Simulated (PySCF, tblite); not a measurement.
# C₃H₈BFO₂: geometry, infrared bands and NMR shifts

What infrared bands and NMR shifts should C₃H₈BFO₂ (`CC(C)OB(O)F`) show?

Programs: tblite 0.8.0 and PySCF 2.14.0, with density-fitted response routines of our own. Each step states its level of theory. These are calculated values for one molecule in the gas phase, unless marked as measured. Atoms are numbered from 0 throughout.

### 1 Starting geometry

15 atoms, charge 0, multiplicity 1; geometry from: force field or distance geometry start.

Bonds of the start (Å): C0–C1 1.51, C1–C2 1.49, C1–O3 1.40, O3–B4 1.47, B4–O5 1.43, B4–F6 1.45, C0–H7 1.12, C0–H8 1.13, C0–H9 1.11, C1–H10 1.12, C2–H11 1.11, C2–H12 1.11, C2–H13 1.13, O5–H14 1.00.

### 2 Relaxing the molecule with GFN2-xTB

What the job is given:

```
{"job": {"kind": "relax", "xc": "GFN2-xTB", "basis": "xTB"}, "charge": 0, "multiplicity": 1}
C     -0.863300     1.547100    -0.193000
C     -0.393100     0.151700     0.122700
C     -1.403000    -0.914600    -0.122200
O      0.654300    -0.092700    -0.776600
B      1.885500    -0.288300     0.000300
O      2.022900    -1.485200     0.777200
F      2.879300     0.757200    -0.119700
H     -0.189700     2.280100     0.326900
H     -0.645600     1.681700    -1.288800
H     -1.936900     1.714800     0.038100
H      0.066300     0.118000     1.138400
H     -2.423800    -0.611700     0.181100
H     -1.168000    -1.844500     0.432200
H     -1.422600    -1.111100    -1.234800
H      2.933200    -1.894400     0.696300
```

Launch:

```
OMP_NUM_THREADS=1 python probes_run.py task.json out
```

The driver reads the jobs from task.json and runs them one after another.

**Question.** This job is followed by: GFN2-xTB harmonic vibrations, gas phase; GIAO PBE0/pcSseg-1 NMR shielding, non-relativistic, gas phase. What will the session give for the following? strongest single infrared mode (GFN2-xTB); zero-point energy (GFN2-xTB); 13C shifts against TMS (PBE0/pcSseg-1, means over atoms taken as alike); 1H shifts against TMS (PBE0/pcSseg-1, means over atoms taken as alike); 17O shifts against H2O (PBE0/pcSseg-1); 11B shifts against BF3·OEt2 (PBE0/pcSseg-1); 19F shifts against CFCl3 (PBE0/pcSseg-1); surface potential, 1st and 99th percentile.

The runs gave:

| quantity | value |
| --- | --- |
| strongest single infrared mode (GFN2-xTB) | 1381 cm⁻¹, 623 km/mol |
| zero-point energy (GFN2-xTB) | 73.7 kcal/mol |
| 13C shifts against TMS (PBE0/pcSseg-1, means over atoms taken as alike) | 70.8, 25.9 ppm |
| 1H shifts against TMS (PBE0/pcSseg-1, means over atoms taken as alike) | 4.45, 3.50, 1.28 ppm |
| 17O shifts against H2O (PBE0/pcSseg-1) | 121.4, 81.7 ppm |
| 11B shifts against BF3·OEt2 (PBE0/pcSseg-1) | 14.7 ppm |
| 19F shifts against CFCl3 (PBE0/pcSseg-1) | -130.8 ppm |
| surface potential, 1st and 99th percentile | -1.29 V and 2.27 V |

**Reading.** Over 80 steps the energy fell by 1.702 eV; of the close pairs, O3–B4 changed most, 1.469 to 1.330 Å. No mode is imaginary among the 39: a minimum at this level. The strongest single mode, at 1381 cm⁻¹, moves mainly B4. Unscaled tight-binding wavenumbers are off by several per cent, some by more. Its intensities can rank the bands wrongly. H10 (hydrogen on an sp3 CH bonded to O) lies farthest downfield among hydrogen, at 4.45 ppm; its carbon carries O, which withdraws density. At PBE0/pcSseg-1: Shielding is most anisotropic at F6 (span 168 ppm, paramagnetic term -167 ppm).
